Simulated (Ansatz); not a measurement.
Write a Python script for Ansatz 0.2.0 through its Python package that makes the energy of protonation at one site of GeH5PS, SMILES [PH2][GeH2][SH]. Level of theory (for the species named): PBE0, def2-SVP basis, multiplicity 1.

```xyz
8

P    -0.2228    0.6822   -1.5661
Ge    0.8463    0.0637    0.2992
S    -0.4150   -1.4052    1.4010
H    -0.5494   -0.6190   -1.9627
H    -1.5129    0.9593   -0.8841
H     1.1200    1.3152    1.1985
H     2.2230   -0.5843   -0.1009
H    -1.3971   -0.4689    1.5594
```

The script, `pa.py`:
```python
import warnings

import ansatz
import numpy as np

GEOMETRY = """
P    -0.22280    0.68220   -1.56610
Ge    0.84630    0.06370    0.29920
S    -0.41500   -1.40520    1.40100
H    -0.54940   -0.61900   -1.96270
H    -1.51290    0.95930   -0.88410
H     1.12000    1.31520    1.19850
H     2.22300   -0.58430   -0.10090
H    -1.39710   -0.46890    1.55940
"""

warnings.simplefilter("ignore", ansatz.DeckWarning)

molecule = ansatz.Crystal.molecule()
for line in GEOMETRY.strip().splitlines():
    symbol, *xyz = line.split()
    molecule = molecule.atom(symbol, [float(v) for v in xyz])

base = (
    molecule.calculation()
    .basis(gaussian="def2-SVP")
    .functional("pbe0")
)
symbols = [site.symbol for site in molecule.cartesian_sites]
start = np.array([site.position_ang for site in molecule.cartesian_sites], dtype=float)
report = base.relax(force_tolerance=0.01, max_steps=100).run().report
end = np.array(report["positions_ang"])

away = sum((end[0] - end[j]) / np.linalg.norm(end[0] - end[j]) for j in [1, 3, 4]) + np.array([0.15, 0.1, -0.2])
proton = end[0] + 1.4 * away / np.linalg.norm(away)
acid = ansatz.Crystal.molecule()
for symbol, place in zip(symbols, end):
    acid = acid.atom(symbol, place.tolist())
acid = acid.atom("H", proton.tolist())
protonated = (
    acid.calculation()
    .basis(gaussian="def2-SVP")
    .functional("pbe0")
    .charge(1)
    .relax(force_tolerance=0.01, max_steps=80)
)
after = protonated.run().report
xyz = np.array(after["positions_ang"])
reach = np.linalg.norm(xyz[:-1] - xyz[-1], axis=1)
print(f"base {report['free_energy_ev']:.5f} eV, protonated {after['free_energy_ev']:.5f} eV")
print(f"the proton ends {reach.min():.3f} A from {symbols[reach.argmin()]}{reach.argmin()}")
print(f"electronic proton affinity {(report['free_energy_ev'] - after['free_energy_ev']):.3f} eV")
```

```console
$ python pa.py
base -76696.65983 eV, protonated -76705.60284 eV
the proton ends 1.415 A from P0
electronic proton affinity 8.943 eV
```

Total energies depend on the basis set; only differences at equal settings carry meaning. The proton is put on one chosen atom, which needn't be the most basic site, so the molecule's proton affinity can be higher; the ends are stationary points, not checked by frequencies, and zero-point and thermal terms count only where printed. It ran for 2.2 min on 1 thread of Arm Neoverse N1, on a shared host, peak memory 0.29 GiB.
